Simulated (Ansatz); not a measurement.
# CH₈O₂Si₂: up Jacob's ladder to CCSD(T)

Aim: compute CH₈O₂Si₂ with functionals from several rungs and with coupled cluster, and see how far each lands from CCSD(T) at the basis-set limit for the atomisation energy.

Computed with Ansatz 0.2.0, Gaussian basis. Level: functionals in def2-TZVPP, the program's frozen cores in correlated methods.

Levels to be run: PBE-D4, r2SCAN-D4, PBE0-D4, B3LYP-D4, ωB97X-V, ωB97M-V, B2PLYP; CCSD(T)/def2-TZVPP; MP2/def2-QZVPP; extrapolation to the limit.

## (1) Structure used throughout

An earlier PBE0-D4 in a triple-zeta def2 set relaxation fixed the geometry.

SMILES `O[SiH2]C[SiH2]O`, 13 atoms, charge 0, spin multiplicity 1.

Atoms are counted from 1 here; the program's logs count them from 0.

Bond lengths: O1–Si2 1.651 Å, O1–H6 0.957 Å, Si2–C3 1.867 Å, Si2–H7 1.491 Å, Si2–H8 1.482 Å, C3–Si4 1.867 Å, C3–H9 1.097 Å, C3–H10 1.096 Å, Si4–O5 1.651 Å, Si4–H11 1.482 Å, Si4–H12 1.490 Å, O5–H13 0.958 Å. Angles: Si2–O1–H6 118.3°, O1–Si2–C3 112.1°, O1–Si2–H7 110.5°, O1–Si2–H8 105.0°, C3–Si2–H7 109.6°, C3–Si2–H8 109.9°, H7–Si2–H8 109.6°, Si2–C3–Si4 113.9°, Si2–C3–H9 107.6°, Si2–C3–H10 109.7°, Si4–C3–H9 108.7°, Si4–C3–H10 109.6°, H9–C3–H10 107.1°, C3–Si4–O5 112.8°, C3–Si4–H11 110.5°, C3–Si4–H12 108.4°, O5–Si4–H11 104.8°, O5–Si4–H12 110.3° and more.

## (2) PBE-D4 (GGA)

The input, in.yaml:

```yaml
crystal:
  periodic: [false, false, false]
  atoms:
    - {symbol: O, position_ang: [-2.023815, 0.249442, 1.244510]}
    - {symbol: Si, position_ang: [-1.571053, -0.748645, 0.009771]}
    - {symbol: C, position_ang: [0.021141, -0.196665, -0.792921]}
    - {symbol: Si, position_ang: [1.331057, 0.349428, 0.419889]}
    - {symbol: O, position_ang: [2.834814, 0.433453, -0.257399]}
    - {symbol: H, position_ang: [-2.291906, 1.143514, 1.031255]}
    - {symbol: H, position_ang: [-2.648572, -0.829651, -1.017582]}
    - {symbol: H, position_ang: [-1.382977, -2.076872, 0.640103]}
    - {symbol: H, position_ang: [0.409585, -1.042643, -1.373615]}
    - {symbol: H, position_ang: [-0.183481, 0.613594, -1.501873]}
    - {symbol: H, position_ang: [1.465433, -0.636451, 1.517951]}
    - {symbol: H, position_ang: [0.938067, 1.677405, 0.970175]}
    - {symbol: H, position_ang: [2.987108, 1.102790, -0.925063]}
basis:
  gaussian: {orbitals: def2-TZVPP}
hamiltonian: {xc: pbe, dispersion: d4}
output: {forces: true, orbitals: {seedname: orbitals}}
```

Launch:

```bash
> ansatz run in.yaml --threads 4 --pin off --events-out ev --progress --plain --max-ram 10444MiB
```

The program printed, cut to the lines that bear on the results:

```text
Functional definition: PBE
  name "PBE"
  cite "Perdew, Burke & Ernzerhof, Phys. Rev. Lett. 77, 3865 (1996) doi:10.1103/PhysRevLett.77.3865"
  parent pbe
[...]
1530 factors; their error is unknown
[...]
mean field -21008.01938791 eV, -772.0304727588 hartree, gradient 5.1e-5 eV, S^2 0.000000; 0 other end points of the search recorded, 0 dependent functions left out
[...]
reference -21008.01943632 eV, -772.0304745378 hartree; 29, 29 occupied and 260, 260 virtual orbitals, 1530 factors
Total energy: -21008.30394218 eV, -772.0409299354 hartree
Atom 0 at    -2.023815     0.249442     1.244510 Å, force    -0.022190    -0.127236     0.503502 eV/Å
Atom 1 at    -1.571053    -0.748645     0.009771 Å, force     0.045662    -0.171083    -0.260930 eV/Å
Atom 2 at     0.021141    -0.196665    -0.792921 Å, force    -0.014323    -0.016133     0.014600 eV/Å
Atom 3 at     1.331057     0.349428     0.419889 Å, force    -0.279358     0.037050     0.127101 eV/Å
Atom 4 at     2.834814     0.433453    -0.257399 Å, force     0.415554    -0.301866     0.120369 eV/Å
Atom 5 at    -2.291906     1.143514     1.031255 Å, force    -0.124366     0.419475    -0.092672 eV/Å
Atom 6 at    -2.648572    -0.829651    -1.017582 Å, force    -0.120381    -0.028180    -0.123482 eV/Å
Atom 7 at    -1.382977    -2.076872     0.640103 Å, force     0.018425    -0.141295     0.079334 eV/Å
Atom 8 at     0.409585    -1.042643    -1.373615 Å, force     0.075613    -0.153994    -0.114788 eV/Å
Atom 9 at    -0.183481     0.613594    -1.501873 Å, force    -0.035516     0.144301    -0.135153 eV/Å
Atom 10 at     1.465433    -0.636451     1.517951 Å, force     0.023623    -0.110037     0.117542 eV/Å
Atom 11 at     0.938067     1.677405     0.970175 Å, force    -0.060259     0.139010     0.076646 eV/Å
Atom 12 at     2.987108     1.102790    -0.925063 Å, force     0.077515     0.309989    -0.312067 eV/Å
Dipole moment:    -0.085680     0.395553    -0.459614 e Å
```

Run time: 3 s. Hardware: 4 threads of Arm Neoverse V2, shared host; peak memory 0.42 GiB.

With the free atoms at this level, -20959.789 eV in sum, the atomisation energy is 48.515 eV. HOMO -6.73 eV, LUMO -0.76 eV.

## (3) r2SCAN-D4 (meta-GGA)

Edit in.yaml of step 2 so:

```diff
@@ -18,3 +18,3 @@
   gaussian: {orbitals: def2-TZVPP}
-hamiltonian: {xc: pbe, dispersion: d4}
+hamiltonian: {xc: r2scan, dispersion: d4}
 output: {forces: true, orbitals: {seedname: orbitals}}
```

The command is unchanged.

The program printed, cut to the lines that bear on the results:

```text
Functional definition: r2SCAN
  name "r2SCAN"
  cite "Furness, Kaplan, Ning, Perdew & Sun, J. Phys. Chem. Lett. 11, 8208 (2020) doi:10.1021/acs.jpclett.0c02405"
  cite "Furness, Kaplan, Ning, Perdew & Sun, J. Phys. Chem. Lett. 11, 9248 (2020) doi:10.1021/acs.jpclett.0c03077"
  parent r2scan
[...]
1530 factors; their error is unknown
[...]
mean field -21018.33694028 eV, -772.4096358148 hartree, gradient 6.3e-6 eV, S^2 0.000000; 0 other end points of the search recorded, 0 dependent functions left out
[...]
reference -21018.33695450 eV, -772.4096363373 hartree; 29, 29 occupied and 260, 260 virtual orbitals, 1530 factors
Total energy: -21018.40819341 eV, -772.4122543190 hartree
Atom 0 at    -2.023815     0.249442     1.244510 Å, force    -0.002279    -0.000714     0.053148 eV/Å
Atom 1 at    -1.571053    -0.748645     0.009771 Å, force    -0.018019    -0.044906    -0.047830 eV/Å
[...]
Atom 3 at     1.331057     0.349428     0.419889 Å, force    -0.027975     0.023116     0.030538 eV/Å
Atom 4 at     2.834814     0.433453    -0.257399 Å, force     0.049492    -0.021250     0.003766 eV/Å
Atom 5 at    -2.291906     1.143514     1.031255 Å, force    -0.005863     0.031234    -0.002944 eV/Å
Atom 6 at    -2.648572    -0.829651    -1.017582 Å, force     0.012561    -0.010901     0.014270 eV/Å
Atom 7 at    -1.382977    -2.076872     0.640103 Å, force    -0.004346     0.026932    -0.012168 eV/Å
Atom 8 at     0.409585    -1.042643    -1.373615 Å, force     0.001272     0.014426    -0.010559 eV/Å
Atom 9 at    -0.183481     0.613594    -1.501873 Å, force     0.007921    -0.010697    -0.006822 eV/Å
Atom 10 at     1.465433    -0.636451     1.517951 Å, force    -0.006139     0.017895    -0.018406 eV/Å
Atom 11 at     0.938067     1.677405     0.970175 Å, force    -0.004932    -0.023878     0.003504 eV/Å
Atom 12 at     2.987108     1.102790    -0.925063 Å, force     0.006458     0.016911    -0.018258 eV/Å
Dipole moment:    -0.090071     0.404227    -0.472490 e Å
```

Wall time 6 s (4 threads of Arm Neoverse V2, shared host); peak memory 0.45 GiB.

Atomisation energy: 48.440 eV (free atoms -20969.968 eV, run apart). HOMO -7.06 eV, LUMO -0.28 eV.

## (4) PBE0-D4 (hybrid)

Edit in.yaml of step 3 so:

```diff
@@ -18,3 +18,3 @@
   gaussian: {orbitals: def2-TZVPP}
-hamiltonian: {xc: r2scan, dispersion: d4}
-output: {forces: true, orbitals: {seedname: orbitals}}
+hamiltonian: {xc: pbe0, dispersion: d4}
+output: {orbitals: {seedname: orbitals}}
```

The command is unchanged.

The program printed:

```text
Functional definition: PBE0
  name "PBE0"
  cite "Adamo & Barone, J. Chem. Phys. 110, 6158 (1999) doi:10.1063/1.478522"
  cite "Perdew, Burke & Ernzerhof, Phys. Rev. Lett. 77, 3865 (1996) doi:10.1103/PhysRevLett.77.3865"
  parent pbe
  parameter a = 0.25
  parameter kappa = 0.804
  parameter beta = 0.06672455060314922
  exchange = (1 - a)*pbe_x(kappa = kappa, mu = beta*pi^2/3) + a*exact_x
  correlation = pbe_c(beta = beta)
1536 factors; their error is unknown
mean field evaluation 1: about -20997.9171 eV, gradient 8.3e1 eV
mean field evaluation 2: about -20984.0759 eV, gradient 1.2e2 eV
mean field evaluation 4: about -21009.8421 eV, gradient 6.1e0 eV
mean field evaluation 8: about -21009.9233 eV, gradient 3.9e-2 eV
mean field evaluation 16: about -21009.9641 eV, gradient 3.3e-5 eV
mean field -21009.96411683 eV, -772.1019402283 hartree, gradient 3.3e-5 eV, S^2 0.000000; 0 other end points of the search recorded, 0 dependent functions left out
reference -21009.96415244 eV, -772.1019415370 hartree; 29, 29 occupied and 260, 260 virtual orbitals, 1536 factors
Total energy: -21010.20594796 eV, -772.1108273585 hartree
```

It took 3.7 s on 4 threads of Arm Neoverse V2, shared host; peak memory 0.81 GiB.

Atomisation energy: 47.919 eV (free atoms -20962.287 eV, run apart). HOMO -8.14 eV, LUMO 0.11 eV.

## (5) B3LYP-D4 (hybrid)

B3LYP here takes the VWN-RPA correlation.

Edit in.yaml of step 4 so:

```diff
@@ -18,3 +18,3 @@
   gaussian: {orbitals: def2-TZVPP}
-hamiltonian: {xc: pbe0, dispersion: d4}
-output: {orbitals: {seedname: orbitals}}
+hamiltonian: {xc: {name: B3LYP}, dispersion: d4}
+output: {forces: true, orbitals: {seedname: orbitals}}
```

Same command.

The program printed, cut to the lines that bear on the results:

```text
Functional definition: B3LYP
  name "B3LYP"
  cite "Stephens, Devlin, Chabalowski & Frisch, J. Phys. Chem. 98, 11623 (1994) doi:10.1021/j100096a001"
  cite "Becke, Phys. Rev. A 38, 3098 (1988) doi:10.1103/PhysRevA.38.3098"
  cite "Lee, Yang & Parr, Phys. Rev. B 37, 785 (1988) doi:10.1103/PhysRevB.37.785"
  cite "Vosko, Wilk & Nusair, Can. J. Phys. 58, 1200 (1980) doi:10.1139/p80-159"
[...]
1536 factors; their error is unknown
[...]
mean field -21023.81328334 eV, -772.6108877103 hartree, gradient 3.6e-5 eV, S^2 0.000000; 0 other end points of the search recorded, 0 dependent functions left out
[...]
reference -21023.81358492 eV, -772.6108987932 hartree; 29, 29 occupied and 260, 260 virtual orbitals, 1536 factors
Total energy: -21024.27133846 eV, -772.6277209256 hartree
Atom 0 at    -2.023815     0.249442     1.244510 Å, force    -0.028013     0.085434     0.068015 eV/Å
[...]
Atom 3 at     1.331057     0.349428     0.419889 Å, force    -0.064180     0.039450     0.230185 eV/Å
Atom 4 at     2.834814     0.433453    -0.257399 Å, force     0.097845     0.022876    -0.057192 eV/Å
Atom 5 at    -2.291906     1.143514     1.031255 Å, force    -0.022008     0.046456     0.044347 eV/Å
Atom 6 at    -2.648572    -0.829651    -1.017582 Å, force     0.060664    -0.000910     0.065585 eV/Å
Atom 7 at    -1.382977    -2.076872     0.640103 Å, force    -0.014334     0.082193    -0.039858 eV/Å
Atom 8 at     0.409585    -1.042643    -1.373615 Å, force    -0.024268     0.056543     0.013536 eV/Å
Atom 9 at    -0.183481     0.613594    -1.501873 Å, force     0.018714    -0.049380     0.025978 eV/Å
Atom 10 at     1.465433    -0.636451     1.517951 Å, force    -0.011655     0.064035    -0.068394 eV/Å
Atom 11 at     0.938067     1.677405     0.970175 Å, force     0.024854    -0.086082    -0.027102 eV/Å
Atom 12 at     2.987108     1.102790    -0.925063 Å, force     0.058581     0.009333    -0.031982 eV/Å
Dipole moment:    -0.102003     0.400538    -0.472416 e Å
```

It took 6 s on 4 threads of Arm Neoverse V2, shared host; peak memory 0.93 GiB.

Atomisation energy: 48.281 eV (free atoms -20975.990 eV, run apart). HOMO -7.92 eV, LUMO -0.16 eV.

## (6) ωB97X-V (range-separated)

Edit in.yaml of step 5 so:

```diff
@@ -18,3 +18,3 @@
   gaussian: {orbitals: def2-TZVPP}
-hamiltonian: {xc: {name: B3LYP}, dispersion: d4}
-output: {forces: true, orbitals: {seedname: orbitals}}
+hamiltonian: {xc: {name: wB97X-V}}
+output: {orbitals: {seedname: orbitals}}
```

Same command.

The program printed, cut to the lines that bear on the results:

```text
Functional definition: wB97X-V
  name "wB97X-V"
  cite "Mardirossian & Head-Gordon, Phys. Chem. Chem. Phys. 16, 9904 (2014) doi:10.1039/C3CP54374A"
  cite "Becke, J. Chem. Phys. 107, 8554 (1997) doi:10.1063/1.475007"
  cite "Vydrov & Van Voorhis, J. Chem. Phys. 133, 244103 (2010) doi:10.1063/1.3521275"
[...]
      + integral(e_c_pw_opposite_spin*poly(b97_u_opposite, cos0, cos1)) + vv10(b, c)
1536 factors; their error is unknown
365 factors; integrals over basis functions are off by at most 1.1e-5 eV
[...]
mean field -21018.33575592 eV, -772.4095922904 hartree, gradient 4.9e-5 eV, S^2 0.000000; 0 other end points of the search recorded, 0 dependent functions left out
reference -21018.33575357 eV, -772.4095922040 hartree; 29, 29 occupied and 260, 260 virtual orbitals, 1536 factors
Total energy: -21018.33575357 eV, -772.4095922040 hartree
```

Wall time 9.5 s (4 threads of Arm Neoverse V2, shared host); peak memory 1 GiB.

With the free atoms at this level, -20969.701 eV in sum, the atomisation energy is 48.634 eV. HOMO -10.52 eV, LUMO 2.08 eV.

## (7) ωB97M-V (range-separated)

Edit in.yaml of step 6 so:

```diff
@@ -18,3 +18,3 @@
   gaussian: {orbitals: def2-TZVPP}
-hamiltonian: {xc: {name: wB97X-V}}
-output: {orbitals: {seedname: orbitals}}
+hamiltonian: {xc: {name: wB97M-V}}
+output: {forces: true, orbitals: {seedname: orbitals}}
```

The command is unchanged.

The program printed, cut to the lines that bear on the results:

```text
Functional definition: wB97M-V
  name "wB97M-V"
  cite "Mardirossian & Head-Gordon, J. Chem. Phys. 144, 214110 (2016) doi:10.1063/1.4952647"
  cite "Becke, J. Chem. Phys. 107, 8554 (1997) doi:10.1063/1.475007"
  cite "Vydrov & Van Voorhis, J. Chem. Phys. 133, 244103 (2010) doi:10.1063/1.3521275"
  # Of w^i u^j: cxij and so on, Table III.
[...]
  gx(w, u) = 1 - cx + cx01*u + cx10*w
  gss(w, u) = css00 + css04*u^4 + css10*w + css20*w^2 + css43*w^4*u^3
  gos(w, u) = cos00 + cos10*w + (cos20 + cos21*u)*w^2 + (cos60 + cos61*u)*w^6
[...]
      + integral(e_c_pw_mod_opposite_spin*gos(b97_w_opposite, b97_u_opposite)) + vv10(b, c)
1536 factors; their error is unknown
365 factors; integrals over basis functions are off by at most 1.1e-5 eV
[...]
Atom 3 at     1.331057     0.349428     0.419889 Å, force    -0.140629     0.008377     0.203208 eV/Å
Atom 4 at     2.834814     0.433453    -0.257399 Å, force     0.065426     0.045126    -0.073098 eV/Å
Atom 5 at    -2.291906     1.143514     1.031255 Å, force     0.004036    -0.014799     0.027576 eV/Å
Atom 6 at    -2.648572    -0.829651    -1.017582 Å, force     0.120731     0.011786     0.115972 eV/Å
Atom 7 at    -1.382977    -2.076872     0.640103 Å, force    -0.016905     0.149458    -0.068364 eV/Å
Atom 8 at     0.409585    -1.042643    -1.373615 Å, force    -0.026928     0.054336     0.037019 eV/Å
Atom 9 at    -0.183481     0.613594    -1.501873 Å, force     0.015825    -0.050542     0.045027 eV/Å
Atom 10 at     1.465433    -0.636451     1.517951 Å, force    -0.023682     0.104321    -0.119644 eV/Å
Atom 11 at     0.938067     1.677405     0.970175 Å, force     0.037945    -0.139854    -0.058831 eV/Å
Atom 12 at     2.987108     1.102790    -0.925063 Å, force     0.016601    -0.028795     0.019921 eV/Å
Dipole moment:    -0.100013     0.405748    -0.476587 e Å
```

Run time: 14 s. Hardware: 4 threads of Arm Neoverse V2, shared host; peak memory 1.2 GiB.

With the free atoms at this level, -20970.689 eV in sum, the atomisation energy is 48.592 eV. HOMO -10.38 eV, LUMO 1.72 eV.

## (8) B2PLYP (double hybrid)

Edit in.yaml of step 7 so:

```diff
@@ -18,3 +18,2 @@
   gaussian: {orbitals: def2-TZVPP}
-hamiltonian: {xc: {name: wB97M-V}}
-output: {forces: true, orbitals: {seedname: orbitals}}
+hamiltonian: {xc: {name: B2PLYP}}
```

The command is unchanged.

The program printed, cut to the lines that bear on the results:

```text
Functional definition: B2PLYP
  name "B2PLYP"
  cite "Grimme, J. Chem. Phys. 124, 034108 (2006) doi:10.1063/1.2148954"
  cite "Becke, Phys. Rev. A 38, 3098 (1988) doi:10.1103/PhysRevA.38.3098"
  cite "Lee, Yang & Parr, Phys. Rev. B 37, 785 (1988) doi:10.1103/PhysRevB.37.785"
[...]
1683 factors; integrals over basis functions are off by at most 9.1e-4 eV
[...]
mean field -21004.17315677 eV, -771.8891263714 hartree, gradient 8.4e-6 eV, S^2 0.000000; 0 other end points of the search recorded, 0 dependent functions left out
13 core orbitals not correlated: weight in the atoms' cores, before any rotation towards them, 1.000 or more for the frozen orbitals, at most 0.000 for the correlated occupied ones
reference -21004.17334529 eV, -771.8891332994 hartree; 16, 16 occupied and 260, 260 virtual orbitals, 1683 factors
second order -29.81856671 eV of doubles, -0.00000000 eV of singles
Total energy: -21012.22435830 eV, -772.1850025704 hartree
```

It took 6.5 s on 4 threads of Arm Neoverse V2, shared host; peak memory 0.83 GiB.

With the free atoms at this level, -20964.370 eV in sum, the atomisation energy is 47.854 eV.

## (9) Orbital energies across the functionals

Dipoles come from the runs that computed forces. Levels, from each run's orbital file:

```csv
functional,HOMO (eV),LUMO (eV),gap (eV),dipole (D)
PBE-D4,-6.73,-0.76,5.97,2.94
r2SCAN-D4,-7.06,-0.28,6.78,3.02
PBE0-D4,-8.14,0.11,8.25,
B3LYP-D4,-7.92,-0.16,7.76,3.01
ωB97X-V,-10.52,2.08,12.60,
ωB97M-V,-10.38,1.72,12.10,3.04
```

## (10) CCSD(T) in def2-TZVPP

Edit in.yaml of step 8 so:

```diff
@@ -18,2 +18,2 @@
   gaussian: {orbitals: def2-TZVPP}
-hamiltonian: {xc: {name: B2PLYP}}
+correlation: {method: ccsd_t}
```

The command is unchanged.

The program printed, cut to the lines that bear on the results:

```text
Functional definition: HF
  name "HF"
  cite "Fock, Z. Phys. 61, 126 (1930) doi:10.1007/BF01340294"
  parent pbe
[...]
1683 factors; integrals over basis functions are off by at most 9.1e-4 eV
[...]
mean field -20961.98310269 eV, -770.3386704813 hartree, gradient 7.4e-6 eV, S^2 0.000000; 0 other end points of the search recorded, 0 dependent functions left out
13 core orbitals not correlated: weight in the atoms' cores, before any rotation towards them, 1.000 or more for the frozen orbitals, at most 0.000 for the correlated occupied ones
reference -20961.98310269 eV, -770.3386704813 hartree; 16, 16 occupied and 260, 260 virtual orbitals, 1683 factors
second order -24.71698410 eV of doubles, -0.00000000 eV of singles
cycle   1  -25.27981703 eV  change   -5.6e-1 eV  update   1.0e-1
[...]
cycle   9  -25.99293573 eV  change   -7.5e-6 eV  update   1.5e-5
perturbative correction -0.91804199 eV, -0.0337374207 hartree
Total energy: -20988.89408041 eV, -771.3276306717 hartree
```

Run time: 4.3 min. Hardware: 4 threads of Arm Neoverse V2, shared host; peak memory 8.8 GiB.

## (11) MP2 in def2-QZVPP

Edit in.yaml of step 10 so:

```diff
@@ -17,3 +17,3 @@
 basis:
-  gaussian: {orbitals: def2-TZVPP}
-correlation: {method: ccsd_t}
+  gaussian: {orbitals: "def2-QZVPP.json"}
+correlation: {method: mp2}
```

Launched as before.

The program printed:

```text
Functional definition: HF
  name "HF"
  cite "Fock, Z. Phys. 61, 126 (1930) doi:10.1007/BF01340294"
  parent pbe
  exchange = exact_x
  correlation = 0
3274 factors; integrals over basis functions are off by at most 7.6e-4 eV
mean field evaluation 1: about -20956.5819 eV, gradient 5.5e1 eV
mean field evaluation 2: about -20956.7172 eV, gradient 5.5e1 eV
mean field evaluation 4: about -20962.6717 eV, gradient 4.4e0 eV
mean field evaluation 8: about -20962.7470 eV, gradient 2.5e-1 eV
mean field -20962.74731053 eV, -770.3667546015 hartree, gradient 4.3e-6 eV, S^2 0.000000; 0 other end points of the search recorded, 0 dependent functions left out
13 core orbitals not correlated: weight in the atoms' cores, before any rotation towards them, 1.000 or more for the frozen orbitals, at most 0.000 for the correlated occupied ones
reference -20962.74731053 eV, -770.3667546015 hartree; 16, 16 occupied and 522, 522 virtual orbitals, 3274 factors
second order -26.61992695 eV of doubles, -0.00000000 eV of singles
Total energy: -20989.36723748 eV, -771.3450188733 hartree
```

Wall time 28 s (4 threads of Arm Neoverse V2, shared host); peak memory 4 GiB.

The pieces so far (eV):

```csv
basis,HF,MP2 correlation,CCSD correlation,(T),total
def2-TZVPP,-20961.9831,-24.7170,-25.9929,-0.9180,-20988.8941
def2-QZVPP,-20962.7473,-26.6199,,,-20989.3672 (MP2)
```

The report of the def2-TZVPP run gives T1 = 0.0111.

## (12) The basis-set limit

No new run: Hartree-Fock is extrapolated as exp(−7.88√X) and correlation as X^−2.97, with X = 3 and 4; only MP2 was run in the larger set, so CCSD(T) minus MP2 is added from the smaller one.

```csv
level,energy at the limit (eV)
HF,-20962.8526
MP2,-20990.8821
CCSD,-20992.1580
CCSD(T),-20993.0761
```

## (13) The ladder

Free atoms (2 O, 2 Si, 1 C, 8 H) were run apart at each level; the atomisation energy is their sum less the molecule, without zero-point or spin-orbit terms.

Differences are taken before rounding.

```csv
method,rung,"atoms, summed (eV)",atomisation energy (eV),from CCSD(T)/CBS (eV),time
PBE-D4,GGA,-20959.789,48.515,-0.158,3 s
r2SCAN-D4,meta-GGA,-20969.968,48.440,-0.233,6 s
PBE0-D4,hybrid,-20962.287,47.919,-0.754,3.7 s
B3LYP-D4,hybrid,-20975.990,48.281,-0.393,6 s
ωB97X-V,range-separated,-20969.701,48.634,-0.039,9.5 s
ωB97M-V,range-separated,-20970.689,48.592,-0.082,14 s
B2PLYP,double hybrid,-20964.370,47.854,-0.819,6.5 s
HF/def2-TZVPP,wavefunction,-20926.206,35.777,-12.896,
MP2/def2-TZVPP,wavefunction,-20938.765,47.935,-0.738,
CCSD/def2-TZVPP,wavefunction,-20941.222,46.754,-1.919,
CCSD(T)/def2-TZVPP,wavefunction,-20941.567,47.327,-1.347,4.3 min
MP2/CBS,wavefunction,-20941.600,49.282,+0.609,
CCSD(T)/CBS,wavefunction,-20944.403,48.674,0,4.7 min
```

Among the levels timed on like hardware and quicker than the yardstick, those that no quicker one beats, quickest first: PBE-D4 (3 s, -0.158 eV); ωB97X-V (9.5 s, -0.039 eV).

B2PLYP carry no dispersion term (for B3LYP, D4 adds 0.458 eV).

Times are those of the molecule's run; HF, MP2 and CCSD come out of the CCSD(T) runs, and the limit's time is the sum of the runs that it needs.

## (14) Results

```
                               quantity                                 value
        atomisation energy, CCSD(T)/CBS                             48.674 eV
    functionals within 0.243 eV (0.5 %)   PBE-D4, r2SCAN-D4, ωB97X-V, ωB97M-V
                               farthest                    B2PLYP (-0.819 eV)
             mean size of error, hybrid                              0.573 eV
    mean size of error, range-separated                              0.061 eV
              gap, smallest and largest  5.97 eV (PBE-D4), 12.60 eV (ωB97X-V)
                          T1 diagnostic                                0.0111
triples share of the correlation energy                                 3.4 %
```

In words: PBE-D4 misses by -0.158 eV. Double hybrids carry the basis error of their MP2 part in triple zeta, and no dispersion term here, so their miss is partly the set-up's. Misses under about 0.243 eV are within the doubt on the reference itself, which lacks core-valence correlation, relativity and higher excitations. Hartree-Fock recovers 74 % of the binding; the rest is correlation. The gap grows from 6.0 to 12.6 eV across the functionals, mostly with the share of exact exchange.

ωB97X-V reaches 0.039 eV from the reference in 9.5 s, where CCSD(T)/CBS took 4.7 min; the quickest level in the cost chart, PBE-D4, takes 3 s and misses by 0.158 eV.
